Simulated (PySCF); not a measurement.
# r2SCAN/ANO-RCC-VDZ (sfX2C) run of Si2N2H8 (SMILES N[SiH2][SiH2]N)

What is the vertical ionisation energy of Si2N2H8 at r2SCAN/ANO-RCC-VDZ (sfX2C)? Input form: a Python script.

Program for the calculation: PySCF 2.14.0.

**1. The system as given**

Si2N2H8 has 12 atoms, charge 0, and is taken as a singlet. As SMILES, `N[SiH2][SiH2]N`. Geometry: relaxed at PBE0-D4/def2-TZVP. This is one conformer, not always the lowest.

Bond lengths: N1–Si2 1.729 Å, Si2–Si3 2.351 Å, Si3–N4 1.729 Å, N1–H5 1.009 Å, N1–H6 1.008 Å, Si2–H7 1.497 Å, Si2–H8 1.490 Å, Si3–H9 1.497 Å, Si3–H10 1.490 Å, N4–H11 1.009 Å, N4–H12 1.008 Å. Some angles: N1–Si2–Si3 104.4°, Si2–Si3–N4 104.4°, N1–Si2–H7 115.8°, N1–Si2–H8 107.8°, Si3–Si2–H7 110.7°, Si3–Si2–H8 112.5°, Si2–N1–H5 117.6°, Si2–N1–H6 120.2°, Si2–Si3–H9 110.7°, Si2–Si3–H10 112.5°.

**2. The energy at r2SCAN/ANO-RCC-VDZ (sfX2C)**

File geometry.xyz:

```xyz
12
H8N2Si2
N     -1.097900     1.361200    -0.600700
Si     0.237500     1.274800     0.494900
Si     0.906400    -0.977600     0.422600
N     -0.305600    -1.754400    -0.535700
H     -1.011200     0.880200    -1.483000
H     -1.608700     2.223300    -0.711100
H      1.390800     2.179400     0.189700
H     -0.252100     1.681300     1.841800
H      1.090200    -1.519500     1.806200
H      2.216100    -1.161900    -0.262900
H     -1.268400    -1.510600    -0.360100
H     -0.219800    -2.731700    -0.767700
```

File calc.py:

```python
# N[SiH2][SiH2]N
from pyscf import gto, dft

molecule = gto.M(
    atom='geometry.xyz',
    max_memory=1860,
    basis='ano-rcc-vdz',
    verbose=4,
)

mf = dft.RKS(molecule)
mf.xc = 'r2scan'
mf = mf.x2c()
mf.grids.level = 4
mf.conv_tol = 1e-10
mf.kernel()
if not mf.converged:
    mf = mf.newton().run(mf.mo_coeff, mf.mo_occ)

e_final = mf.e_tot
print('E(%s) = %.9f' % ('R2SCAN', e_final))
```

Launch:

```
$ OMP_NUM_THREADS=1 python calc.py
```

What it wrote:

```text
PySCF version 2.14.0

[INPUT] num. atoms = 12
[INPUT] num. electrons = 50
[INPUT] charge = 0
[INPUT] spin (= nelec alpha-beta = 2S) = 0
[INPUT] symmetry False subgroup None
[INPUT] Mole.unit = angstrom
[INPUT] Symbol           X                Y                Z      unit          X                Y                Z       unit  Magmom
[INPUT]  1 N     -1.097900000000   1.361200000000  -0.600700000000 AA   -2.074730312160   2.572295200758  -1.135158483026 Bohr   0.0
[INPUT]  2 Si     0.237500000000   1.274800000000   0.494900000000 AA    0.448809954584   2.409022863596   0.935225459047 Bohr   0.0
[INPUT]  3 Si     0.906400000000  -0.977600000000   0.422600000000 AA    1.712847759306  -1.847396259375   0.798598260241 Bohr   0.0
[INPUT]  4 N     -0.305600000000  -1.754400000000  -0.535700000000 AA   -0.577500303667  -3.315335512937  -1.012326284930 Bohr   0.0
[INPUT]  5 H     -1.011200000000   0.880200000000  -1.483000000000 AA   -1.910891057160   1.663336934842  -2.802463842730 Bohr   0.0
[INPUT]  6 H     -1.608700000000   2.223300000000  -0.711100000000 AA   -3.040002416588   4.201428092746  -1.343784247178 Bohr   0.0
[INPUT]  7 H      1.390800000000   2.179400000000   0.189700000000 AA    2.628231094045   4.118469115877   0.358481045830 Bohr   0.0
[INPUT]  8 H     -0.252100000000   1.681300000000   1.841800000000 AA   -0.476399956003   3.177196533231   3.480497576224 Bohr   0.0
[INPUT]  9 H      1.090200000000  -1.519500000000   1.806200000000 AA    2.060179421001  -2.871438846277   3.413223326189 Bohr   0.0
[INPUT] 10 H      2.216100000000  -1.161900000000  -0.262900000000 AA    4.187822064649  -2.195672784132  -0.496808998148 Bohr   0.0
[INPUT] 11 H     -1.268400000000  -1.510600000000  -0.360100000000 AA   -2.396928616398  -2.854620283768  -0.680490377456 Bohr   0.0
[INPUT] 12 H     -0.219800000000  -2.731700000000  -0.767700000000 AA   -0.415361802179  -5.162164854474  -1.450742745829 Bohr   0.0

nuclear repulsion = 226.131591704149
number of shells = 16
number of NR pGTOs = 252
number of NR cGTOs = 60
basis = ano-rcc-vdz
ecp = {}

******** <class 'pyscf.x2c.sfx2c1e.sfX2C1eRKS'> ********
method = sfX2C1eRKS
initial guess = minao
damping factor = 0
level_shift factor = 0
DIIS = <class 'pyscf.scf.diis.CDIIS'>
diis_start_cycle = 1
diis_space = 8
diis_damp = 0
SCF conv_tol = 1e-10
SCF conv_tol_grad = None
SCF max_cycles = 50
direct_scf = True
direct_scf_tol = 1e-13
XC library pyscf.dft.libxc version 7.0.0
    S. Lehtola, C. Steigemann, M. J.T. Oliveira, and M. A.L. Marques.,  SoftwareX 7, 1–5 (2018)
XC functionals = r2scan
    J. W. Furness, A. D. Kaplan, J. Ning, J. P. Perdew, and J. Sun.,  J. Phys. Chem. Lett. 11, 8208-8215 (2020)
    J. W. Furness, A. D. Kaplan, J. Ning, J. P. Perdew, and J. Sun.,  J. Phys. Chem. Lett. 11, 9248-9248 (2020)
    J. W. Furness, A. D. Kaplan, J. Ning, J. P. Perdew, and J. Sun.,  J. Phys. Chem. Lett. 11, 8208-8215 (2020)
    J. W. Furness, A. D. Kaplan, J. Ning, J. P. Perdew, and J. Sun.,  J. Phys. Chem. Lett. 11, 9248-9248 (2020)
radial grids:
    Treutler-Ahlrichs [JCP 102, 346 (1995); DOI:10.1063/1.469408] (M4) radial grids

becke partition: Becke, JCP 88, 2547 (1988); DOI:10.1063/1.454033
pruning grids: <function nwchem_prune>
grids dens level: 4
symmetrized grids: False
atomic radii adjust function: <function treutler_atomic_radii_adjust>
small_rho_cutoff = 0

******** <class 'pyscf.x2c.sfx2c1e.SpinFreeX2CHelper'> ********
approx = 1e
xuncontract = 1
Set gradient conv threshold to 1e-05
Initial guess from minao.
tot grids = 239256
init E= -694.549046480038
  HOMO = -0.288162867419395  LUMO = -0.0530008784657221  gap/eV = 6.39908
cycle= 1 E= -694.339058208875  delta_E= 0.21  |g|= 0.647  |ddm|= 4.29
  HOMO = -0.110623678182373  LUMO = 0.0059129609108417  gap/eV = 3.17112
cycle= 2 E= -694.108909040829  delta_E= 0.23  |g|= 1.16  |ddm|= 2.87
  HOMO = -0.219467471623999  LUMO = -0.019586330111298  gap/eV = 5.43904
cycle= 3 E= -694.429869127893  delta_E= -0.321  |g|= 0.0624  |ddm|= 2.34
  HOMO = -0.212236880376816  LUMO = -0.016504082925421  gap/eV = 5.32616
cycle= 4 E= -694.431519702217  delta_E= -0.00165  |g|= 0.0128  |ddm|= 0.29
  HOMO = -0.213707435967368  LUMO = -0.0176086822125154  gap/eV = 5.33612
cycle= 5 E= -694.431595611414  delta_E= -7.59e-05  |g|= 0.00326  |ddm|= 0.048
  HOMO = -0.213496050147205  LUMO = -0.017266800348916  gap/eV = 5.33967
cycle= 6 E= -694.431600114714  delta_E= -4.5e-06  |g|= 0.000293  |ddm|= 0.00796
  HOMO = -0.21352217514485  LUMO = -0.0172917695039054  gap/eV = 5.33970
cycle= 7 E= -694.431600142456  delta_E= -2.77e-08  |g|= 6.37e-05  |ddm|= 0.000846
  HOMO = -0.213528500210869  LUMO = -0.0172950985590417  gap/eV = 5.33978
cycle= 8 E= -694.431600143851  delta_E= -1.39e-09  |g|= 2.17e-05  |ddm|= 0.000195
  HOMO = -0.213529518725915  LUMO = -0.0172955599487652  gap/eV = 5.33980
cycle= 9 E= -694.431600143954  delta_E= -1.02e-10  |g|= 8.3e-06  |ddm|= 4.44e-05
  HOMO = -0.213530052856931  LUMO = -0.0172958309510849  gap/eV = 5.33981
cycle= 10 E= -694.431600143971  delta_E= -1.75e-11  |g|= 8.55e-07  |ddm|= 1.6e-05
  HOMO = -0.213529924993109  LUMO = -0.0172958234746503  gap/eV = 5.33980
Extra cycle  E= -694.43160014397  delta_E= 1.14e-12  |g|= 9.57e-07  |ddm|= 4.53e-06
converged SCF energy = -694.43160014397
E(R2SCAN) = -694.431600144
```

Wall time 43 s (1 thread of Arm Neoverse N1, shared host); peak memory 0.35 GiB.

**3. The doublet cation**

File run.py:

```python
from pyscf import gto, dft

mol = gto.Mole()
mol.atom = [
    ('N', (-1.097900, 1.361200, -0.600700)),
    ('Si', (0.237500, 1.274800, 0.494900)),
    ('Si', (0.906400, -0.977600, 0.422600)),
    ('N', (-0.305600, -1.754400, -0.535700)),
    ('H', (-1.011200, 0.880200, -1.483000)),
    ('H', (-1.608700, 2.223300, -0.711100)),
    ('H', (1.390800, 2.179400, 0.189700)),
    ('H', (-0.252100, 1.681300, 1.841800)),
    ('H', (1.090200, -1.519500, 1.806200)),
    ('H', (2.216100, -1.161900, -0.262900)),
    ('H', (-1.268400, -1.510600, -0.360100)),
    ('H', (-0.219800, -2.731700, -0.767700)),
]
mol.verbose = 3
mol.basis = 'ano-rcc-vdz'
mol.charge = 1
mol.spin = 1
mol.max_memory = 1860
mol.build()

mf = dft.UKS(mol, xc='r2scan')
mf = mf.x2c()
mf.conv_tol = 1e-10
mf.grids.level = 4
mf.kernel()
if not mf.converged:
    mf = mf.newton().run(mf.mo_coeff, mf.mo_occ)

e_tot = mf.e_tot
print('E(%s) = %.9f' % ('R2SCAN', e_tot))
```

Launch:

```
$ OMP_NUM_THREADS=1 python run.py
```

What it wrote:

```text
converged SCF energy = -694.11645257079  <S^2> = 0.75612519  2S+1 = 2.0061158
E(R2SCAN) = -694.116452571
```

Wall time 1.9 min (1 thread of Arm Neoverse N1, shared host); peak memory 0.41 GiB.

**4. Results**

At r2SCAN/ANO-RCC-VDZ (sfX2C):

| quantity | value |
| --- | --- |
| singlet Si2N2H8: total energy | -694.43160 Eh |
| singlet Si2N2H8: dipole moment | 1.19 D |
| singlet Si2N2H8: HOMO energy | -5.81 eV |
| singlet Si2N2H8: LUMO energy | -0.47 eV |
| singlet Si2N2H8: HOMO–LUMO gap | 5.34 eV |
| doublet cation: total energy | -694.11645 Eh |
| doublet cation: HOMO energy (highest over α and β) | -11.49 eV |
| doublet cation: LUMO energy (lowest over α and β) | -11.31 eV |
| doublet cation: ⟨S²⟩ | 0.756 |
| vertical ionisation energy (to the doublet cation) | 8.576 eV |

**Reading.** The vertical ionisation energy comes to 8.58 eV (198 kcal/mol). The negative HOMO energy of the first species, 5.81 eV, lies 2.77 eV below that difference.
